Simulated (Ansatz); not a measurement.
# GeH4OS: single points off equilibrium

The task here is to estimate one member of a computed series from the others.

The runs use Ansatz 0.2.0, Gaussian basis; single points in def2-TZVPP.

Correlated methods freeze the cores. Filled d shells of the heavier atoms are correlated.

### The system as given

SMILES `O[S][GeH3]`, 7 atoms, charge 0, spin multiplicity 1.

Atoms are counted from 1 here; the program's logs count them from 0.

Bond lengths: O1–S2 1.604 Å, O1–H4 0.987 Å, S2–Ge3 2.340 Å, Ge3–H5 1.457 Å, Ge3–H7 1.298 Å. Angles: S2–O1–H4 119.4°, O1–S2–Ge3 93.2°, S2–Ge3–H5 104.2°, S2–Ge3–H7 114.0°, H5–Ge3–H7 115.1°.

As a file:

| atom | x (Å) | y (Å) | z (Å) |
| --- | --- | --- | --- |
| O1 | -0.51280 | -1.84130 | 0.11790 |
| S2 | -1.24250 | -0.50130 | 0.61180 |
| Ge3 | 0.58400 | 0.85350 | 0.06240 |
| H4 | -1.02300 | -2.50850 | -0.40110 |
| H5 | 0.59200 | 0.86910 | -1.39470 |
| H6 | 0.03540 | 2.45310 | 0.28480 |
| H7 | 1.69920 | 0.48460 | 0.61480 |

Set-up of the first run:

The input, run/in.yaml:

```yaml
crystal:
  periodic: [false, false, false]
  atoms:
    - {symbol: O, position_ang: [-0.512800, -1.841300, 0.117900]}
    - {symbol: S, position_ang: [-1.242500, -0.501300, 0.611800]}
    - {symbol: Ge, position_ang: [0.584000, 0.853500, 0.062400]}
    - {symbol: H, position_ang: [-1.023000, -2.508500, -0.401100]}
    - {symbol: H, position_ang: [0.592000, 0.869100, -1.394700]}
    - {symbol: H, position_ang: [0.035400, 2.453100, 0.284800]}
    - {symbol: H, position_ang: [1.699200, 0.484600, 0.614800]}
basis:
  gaussian: {orbitals: def2-TZVPP}
correlation: {method: ccsd_t}
output: {forces: true}
```

The command line of these runs was not kept.

Steps of the session up to this table: CCSD(T)/def2-TZVPP; PBE0-D4/def2-TZVPP; wB97M-V/def2-TZVPP; r2SCAN-D4/def2-TZVPP; PBE-D4/def2-TZVPP; HSE06-D4/def2-TZVPP; LC-wPBE/def2-TZVPP.

One of the session's tables, all rows but one given; the rest of the session is left out.

| method | RMS force component (eV/Å) | angle to CCSD(T) forces (°) | dipole (D) |
| --- | --- | --- | --- |
| CCSD(T) | 2.685 | reference | 1.28 |
| PBE0-D4 | 2.656 | 3.6 | 1.36 |
| wB97M-V | 2.660 | 2.1 | 1.34 |
| r2SCAN-D4 | ? | ? | ? |
| PBE-D4 | 2.646 | 4.1 | 1.36 |
| HSE06-D4 | 2.655 | 3.6 | 1.36 |
| LC-wPBE | 2.673 | 5.0 | 1.39 |

Estimate the missing values for r2SCAN-D4.

The run gave: RMS force component (eV/Å): 2.638; angle to CCSD(T) forces (°): 1.8; dipole (D): 1.41. In the column «RMS force component (eV/Å)» it is the lowest.
